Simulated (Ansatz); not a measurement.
Relaxation of a periodic cell of 33 atoms, Al32H (host Al, host structure fcc, interstitial H), to a largest force component of 0.08 eV/Å in at most 25 steps.

The calculation used DFT PBE, scalar-relativistic, plane waves, PAW in Ansatz. Settings: accuracy low, cutoff 420 eV, k mesh 2x2x2, fermi-dirac smearing 0.1 eV, no spin polarisation.

```xyz
33
Lattice="8.1000 0.0000 0.0000 0.0000 8.1000 0.0000 0.0000 0.0000 8.1000" Properties=species:S:1:pos:R:3:forces:R:3
Al 4.050 0.000 0.000 0.04 -0.01 0.04
Al 6.075 2.025 0.000 -0.04 0.03 0.04
Al 6.075 0.000 2.025 -0.04 -0.01 -0.04
Al 0.000 0.000 0.000 0.03 0.02 0.04
Al 2.025 2.025 0.000 -0.03 -0.03 0.05
Al 4.050 4.050 0.000 -0.62 -0.65 -0.63
Al 6.075 6.075 0.000 0.84 0.79 -0.83
Al 2.025 0.000 2.025 -0.03 0.02 -0.04
Al 4.050 2.025 2.025 0.04 0.03 -0.04
Al 6.075 4.050 2.025 0.62 -0.64 0.61
Al 4.050 0.000 4.050 0.04 0.02 0.03
Al 6.075 2.025 4.050 -0.05 -0.03 0.03
Al 6.075 0.000 6.075 -0.04 0.02 -0.03
Al 0.000 4.050 0.000 -0.02 0.04 0.04
Al 2.025 6.075 0.000 0.02 -0.04 0.04
Al 0.000 2.025 2.025 0.03 -0.03 -0.05
Al 2.025 4.050 2.025 0.02 0.04 -0.04
Al 4.050 6.075 2.025 -0.87 0.83 0.87
Al 0.000 0.000 4.050 -0.04 -0.04 -0.04
Al 2.025 2.025 4.050 0.04 0.03 -0.04
Al 4.050 4.050 4.050 0.04 0.04 -0.02
Al 6.075 6.075 4.050 -0.04 -0.04 -0.02
Al 2.025 0.000 6.075 0.04 -0.04 0.04
Al 4.050 2.025 6.075 0.05 -0.03 -0.03
Al 6.075 4.050 6.075 -0.04 0.04 0.02
Al 0.000 6.075 2.025 -0.02 -0.04 -0.04
Al 0.000 4.050 4.050 0.03 0.05 0.03
Al 2.025 6.075 4.050 -0.03 -0.04 0.03
Al 0.000 2.025 6.075 -0.04 0.03 0.04
Al 2.025 4.050 6.075 -0.03 0.05 -0.03
Al 4.050 6.075 6.075 0.04 -0.04 0.02
Al 0.000 6.075 6.075 0.03 -0.04 -0.03
H 5.055 5.141 1.015 0.04 -0.38 -0.03
```

Where does it end, and by what steps?

The forces met the threshold. Limits of this set-up: coarse k mesh, odd electron count without spin, a small cell, in which the defect meets its images, a typed lattice constant that wasn't relaxed here, low accuracy level. After 3 steps the energy has fallen by 0.326 eV; Al18 moved furthest, 0.13 Å.

| step | energy less start (eV) | largest force component (eV/Å) | accepted |
| --- | --- | --- | --- |
| 0 | 0.0000 | 0.873 | yes |
| 1 | -0.3006 | 0.218 | yes |
| 2 | -0.3242 | 0.098 | yes |
| 3 | -0.3262 | 0.003 | yes |

```xyz
33
Lattice="8.1000 0.0000 0.0000 0.0000 8.1000 0.0000 0.0000 0.0000 8.1000" Properties=species:S:1:pos:R:3
Al 4.057 -0.005 0.007
Al 6.069 2.036 0.006
Al 6.068 -0.005 2.018
Al 0.021 0.023 -0.003
Al 2.004 2.006 -0.002
Al 3.976 3.978 -0.074
Al 6.150 6.152 -0.075
Al 2.004 0.023 2.028
Al 4.056 2.036 2.019
Al 6.149 3.978 2.099
Al 4.046 0.023 4.071
Al 6.077 2.006 4.071
Al 6.078 0.023 6.054
Al -0.008 4.059 0.007
Al 2.033 6.071 0.007
Al 0.021 2.006 2.028
Al 2.033 4.059 2.018
Al 3.975 6.152 2.100
Al -0.007 -0.004 4.044
Al 2.032 2.034 4.043
Al 4.057 4.059 4.042
Al 6.068 6.071 4.042
Al 2.031 -0.004 6.082
Al 4.047 2.006 6.054
Al 6.068 4.059 6.083
Al -0.009 6.071 2.019
Al 0.021 4.049 4.071
Al 2.004 6.080 4.071
Al -0.007 2.034 6.082
Al 2.004 4.049 6.054
Al 4.056 6.071 6.084
Al 0.021 6.080 6.054
H 5.062 5.067 1.012
```

Whether the end is a true minimum wasn't checked by a vibrational analysis.

The run took 8.9 s on 2 threads of AMD EPYC 9R45 96-Core Processor (Zen 5), on a shared host, peak memory 1 GiB.
